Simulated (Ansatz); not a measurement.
# C₁₁H₂₀O₂: one species, many methods

The task here is to estimate one member of a computed series from the others.

Method: functionals in def2-TZVPP, the program's frozen cores in correlated methods; program: Ansatz 0.2.0, Gaussian basis.

Plan: PBE-D4, r2SCAN-D4, PBE0-D4, B3LYP-D4, ωB97X-V, ωB97M-V, B2PLYP; CCSD(T)/def2-TZVPP; MP2/def2-QZVPP; extrapolation to the limit.

### The relaxed structure

An earlier PBE0-D4 in a triple-zeta def2 set relaxation fixed the geometry.

SMILES `CC(C)(C)C(=O)CC(=O)C(C)(C)C`, 33 atoms, charge 0, spin multiplicity 1.

Atoms are counted from 1 here; the program's logs count them from 0.

Bond lengths: C1–C2 1.526 Å, C1–H14 1.093 Å, C1–H15 1.093 Å, C1–H16 1.090 Å, C2–C3 1.526 Å, C2–C4 1.536 Å, C2–C5 1.530 Å, C3–H17 1.091 Å, C3–H18 1.094 Å, C3–H19 1.093 Å, C4–H20 1.093 Å, C4–H21 1.092 Å, C4–H22 1.091 Å, C5–O6 1.205 Å, C5–C7 1.529 Å, C7–C8 1.524 Å, C7–H23 1.088 Å, C7–H24 1.091 Å and more. Angles: C2–C1–H14 109.5°, C2–C1–H15 111.2°, C2–C1–H16 111.2°, H14–C1–H15 108.1°, H14–C1–H16 108.9°, H15–C1–H16 107.9°, C1–C2–C3 110.0°, C1–C2–C4 109.1°, C1–C2–C5 108.5°, C3–C2–C4 109.8°, C3–C2–C5 112.8°, C4–C2–C5 106.5°, C2–C3–H17 112.0°, C2–C3–H18 111.3°, C2–C3–H19 109.2°, H17–C3–H18 108.9°, H17–C3–H19 108.0°, H18–C3–H19 107.3° and more.

The first run:

Contents of in.yaml:

```yaml
crystal:
  periodic: [false, false, false]
  atoms:
    - {symbol: C, position_ang: [-3.314657, 0.057942, 1.463826]}
    - {symbol: C, position_ang: [-2.049100, -0.493483, 0.814472]}
    - {symbol: C, position_ang: [-2.396784, -1.674952, -0.086250]}
    - {symbol: C, position_ang: [-1.075529, -0.944595, 1.914109]}
    - {symbol: C, position_ang: [-1.356499, 0.642962, 0.059766]}
    - {symbol: O, position_ang: [-1.464554, 1.786205, 0.425924]}
    - {symbol: C, position_ang: [-0.508279, 0.341011, -1.176512]}
    - {symbol: C, position_ang: [0.800341, -0.387561, -0.893298]}
    - {symbol: O, position_ang: [0.824874, -1.592307, -0.835765]}
    - {symbol: C, position_ang: [2.064304, 0.450016, -0.720558]}
    - {symbol: C, position_ang: [3.209797, -0.452478, -0.284806]}
    - {symbol: C, position_ang: [2.401679, 1.085779, -2.074708]}
    - {symbol: C, position_ang: [1.831376, 1.545437, 0.320377]}
    - {symbol: H, position_ang: [-3.790761, -0.725292, 2.058534]}
    - {symbol: H, position_ang: [-4.030111, 0.395003, 0.709819]}
    - {symbol: H, position_ang: [-3.088864, 0.904081, 2.112146]}
    - {symbol: H, position_ang: [-1.507066, -2.132894, -0.519713]}
    - {symbol: H, position_ang: [-3.069700, -1.374514, -0.894744]}
    - {symbol: H, position_ang: [-2.914789, -2.435706, 0.503002]}
    - {symbol: H, position_ang: [-1.562587, -1.704735, 2.530484]}
    - {symbol: H, position_ang: [-0.805641, -0.106017, 2.559875]}
    - {symbol: H, position_ang: [-0.166994, -1.384742, 1.501590]}
    - {symbol: H, position_ang: [-0.324052, 1.303273, -1.649772]}
    - {symbol: H, position_ang: [-1.078361, -0.298073, -1.852362]}
    - {symbol: H, position_ang: [4.120581, 0.139969, -0.169630]}
    - {symbol: H, position_ang: [3.395749, -1.239949, -1.015947]}
    - {symbol: H, position_ang: [2.990087, -0.935118, 0.669218]}
    - {symbol: H, position_ang: [2.537940, 0.324802, -2.847005]}
    - {symbol: H, position_ang: [3.336463, 1.644591, -1.984645]}
    - {symbol: H, position_ang: [1.631926, 1.784058, -2.408723]}
    - {symbol: H, position_ang: [1.597277, 1.118827, 1.298974]}
    - {symbol: H, position_ang: [1.018846, 2.219712, 0.046730]}
    - {symbol: H, position_ang: [2.743076, 2.138790, 0.425605]}
basis:
  gaussian: {orbitals: def2-TZVPP}
hamiltonian: {xc: pbe, dispersion: d4}
output: {forces: true, orbitals: {seedname: orbitals}}
```

Among the steps run: PBE-D4 (GGA); r2SCAN-D4 (meta-GGA); PBE0-D4 (hybrid); B3LYP-D4 (hybrid); ωB97X-V (range-separated); ωB97M-V (range-separated); B2PLYP (double hybrid); CCSD(T) in def2-TZVPP; MP2 in def2-QZVPP.

One of the session's tables, all rows but one given; the rest of the session is left out.

| method | atoms, summed (eV) | atomisation energy (kJ/mol) |
| --- | --- | --- |
| PBE-D4 | -15667.427 | 14182.7 |
| r2SCAN-D4 | -15681.320 | 13892.6 |
| PBE0-D4 | -15671.501 | 13957.5 |
| B3LYP-D4 | -15692.531 | 13838.2 |
| ωB97X-V | -15686.254 | 13864.7 |
| ωB97M-V | -15683.196 | 13884.5 |
| B2PLYP | -15678.478 | 13694.1 |
| HF/def2-TZVPP | -15625.995 | 10236.5 |
| MP2/def2-TZVPP | -15653.493 | 13762.4 |
| CCSD/def2-TZVPP | -15660.506 | 13328.7 |
| CCSD(T)/def2-TZVPP | ? | ? |
| MP2/CBS | -15658.471 | 14060.4 |
| CCSD(T)/CBS | -15666.247 | 13833.2 |

**Question.** Estimate the row for CCSD(T)/def2-TZVPP.

**Answer.** atoms, summed (eV): -15661.269; atomisation energy (kJ/mol): 13535.2. In the column «atoms, summed (eV)» it lies between CCSD(T)/CBS (-15666.247) and CCSD/def2-TZVPP (-15660.506).

Caveats from the session: Free atoms (11 C, 2 O, 20 H) were run apart at each level; the atomisation energy is their sum less the molecule, without zero-point or spin-orbit terms.
